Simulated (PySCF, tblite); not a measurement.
# C₅H₁₁NOSi₂: geometry, infrared bands and NMR shifts

What infrared bands and NMR shifts should C₅H₁₁NOSi₂ (`C#CCC(=C)[SiH2]O[SiH2]N`) show?

Programs: tblite 0.8.0 and PySCF 2.14.0, with density-fitted response routines of our own. Each step states its level of theory. These are calculated values for one molecule in the gas phase, unless marked as measured. Atoms count from 0, in the outputs and in this text.

## Step 1: The molecule as given

20 atoms, charge 0, multiplicity 1; geometry from: force field or distance geometry start.

Bonds of the start (Å): C0–C1 1.20, C1–C2 1.50, C2–C3 1.48, C3–C4 1.33, C3–Si5 1.83, Si5–O6 1.73, O6–Si7 1.74, Si7–N8 1.79, C0–H9 1.06, C2–H10 1.08, C2–H11 1.13, C4–H12 1.09, C4–H13 1.08, Si5–H14 1.49, Si5–H15 1.49, Si7–H16 1.49, Si7–H17 1.45, N8–H18 1.06, N8–H19 1.06.

## Step 2: Geometry optimisation with GFN2-xTB

Job settings and geometry (Å):

```
{"job": {"kind": "relax", "xc": "GFN2-xTB", "basis": "xTB"}, "charge": 0, "multiplicity": 1}
C     -2.568800     2.046100    -1.580500
C     -2.612300     1.150800    -0.783800
C     -2.637600     0.020300     0.198600
C     -1.443100    -0.791000    -0.134400
C     -1.584900    -2.070800    -0.484000
Si     0.186100     0.022900     0.007600
O      1.451300    -1.057500     0.483600
Si     2.891600    -0.372800    -0.200300
N      3.864100     0.476900     1.035500
H     -2.572000     2.835600    -2.285900
H     -2.549200     0.420400     1.202100
H     -3.568100    -0.601100     0.043400
H     -0.726200    -2.698300    -0.723600
H     -2.587100    -2.467900    -0.545800
H      0.576600     0.573200    -1.317300
H      0.175600     1.092000     1.045300
H      2.513300     0.622500    -1.240900
H      3.608100    -1.449800    -0.862900
H      4.368000     1.249400     0.515300
H      3.209500     1.009800     1.682900
```

Run with:

```
> OMP_NUM_THREADS=1 python probes_run.py task.json out
```

One launch serves the whole session: the jobs run in the order shown.

**Question.** This job is followed by: GFN2-xTB harmonic vibrations, gas phase; GIAO PBE0/pcSseg-1 NMR shielding, non-relativistic, gas phase. What will the session give for the following? strongest single infrared mode (GFN2-xTB); zero-point energy (GFN2-xTB); 13C shifts against TMS (PBE0/pcSseg-1); 1H shifts against TMS (PBE0/pcSseg-1, means over atoms taken as alike); 29Si shifts against TMS (PBE0/pcSseg-1); 17O shifts against H2O (PBE0/pcSseg-1); 15N shifts against NH3 (PBE0/pcSseg-1); surface potential, 1st and 99th percentile.

As calculated:

| quantity | value |
| --- | --- |
| strongest single infrared mode (GFN2-xTB) | 1097 cm⁻¹, 746 km/mol |
| zero-point energy (GFN2-xTB) | 88.2 kcal/mol |
| 13C shifts against TMS (PBE0/pcSseg-1) | 150.6, 135.9, 86.3, 78.7, 29.4 ppm |
| 1H shifts against TMS (PBE0/pcSseg-1, means over atoms taken as alike) | 6.25, 6.01, 5.49, 5.36, 3.17, 1.56, 0.36 ppm |
| 29Si shifts against TMS (PBE0/pcSseg-1) | -32.9, -37.8 ppm |
| 17O shifts against H2O (PBE0/pcSseg-1) | 28.7 ppm |
| 15N shifts against NH3 (PBE0/pcSseg-1) | 19.8 ppm |
| surface potential, 1st and 99th percentile | -1.04 V and 1.55 V |

The optimisation took 133 steps and gained 1.422 eV; among the close pairs (by a distance rule), Si5–O6 changed most, from 1.730 to 1.615 Å. All 54 modes are real, so the xTB geometry is a minimum. The strongest single mode, at 1097 cm⁻¹, moves mainly O6. GFN2-xTB is a fitted tight-binding method: band positions and strengths are rough. Its intensities can rank the bands wrongly. C3 (fully substituted alkene carbon) lies farthest downfield among carbon, at 150.6 ppm; as expected for a trigonal carbon in a double bond. At PBE0/pcSseg-1: The widest tensor belongs to C1: span 295 ppm, with a paramagnetic part of -164 ppm.
